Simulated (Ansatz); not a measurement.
# RuBr2 (CdI2 type): a single-point run

The task is a single-point run on RuBr2 (CdI2 type). The structure is shown as the input types it.

Program: Ansatz 0.2.0. Level of theory: DFT PBEsol, scalar-relativistic, plane waves, PAW. These are calculated values, not measurements.

3 further runs of the same task are left out: 1 that didn't finish, 2 set aside as unsound or not needed.

### Step 1. The structure to begin with

Symmetry: P-3m1, No. 164, trigonal system. Conventional cell: a = 3.724 Å, b = 3.724 Å, c = 5.800 Å, α = 90.00°, β = 90.00°, γ = 120.00°. Ru (site symmetry -3m) is surrounded by 6 Br at 2.50 Å. Br (site symmetry 3m) has 3 Ru at 2.50 Å as nearest neighbours.

As a file:

```xyz
3
Lattice="3.7242 0.0000 0.0000 -1.8621 3.2253 0.0000 0.0000 0.0000 5.7996" Properties=species:S:1:pos:R:3 pbc="T T T"
Ru    0.0000    0.0000    0.0000
Br    0.0000    2.1502    1.2840
Br    1.8621    1.0751    4.5155
```

### Step 2. The run

The input, input.yaml:

```yaml
crystal:
  lattice:
    - [3.724245878704, 2.886745777857e-11, 0.0]
    - [-1.862122939377, 3.225291540882, 0.0]
    - [0.0, 0.0, 5.799556787]
  atoms:
    - { symbol: Ru, position: [0.0, 0.0, 0.0] }
    - { symbol: Br, position: [0.3333333333333, 0.6666666666667, 0.2214045506] }
    - { symbol: Br, position: [0.6666666666667, 0.3333333333333, 0.7785954494] }
basis:
  ecutwfc: 420
  ecutrho_ratio: 4
kpoints:
  mp_grid: { grid: [10, 10, 6] }
hamiltonian:
  xc: pbesol
scf:
  occupations: { method: methfessel_paxton, width: 5.0 }
  max_iter: 100
output:
  forces: true
  stress: true
```

Run with:

```bash
ansatz run input.yaml --threads 4 --pin off --max-ram 4096MiB --backend cpu --events-out ev --progress --plain --runs-dir out
```

**Question.** How will this run end, and is anything wrong with its input?

This run ends as converged. Convergence says nothing about whether the input makes sense.

The suspect setting: scf.occupations.method is methfessel_paxton; scf.occupations.width is 5.0. The width is far wider than usual, so occupations near the Fermi level are blurred and the entropy term grows.

Run again and compare: set scf.occupations.method to gaussian and scf.occupations.width to 0.05.
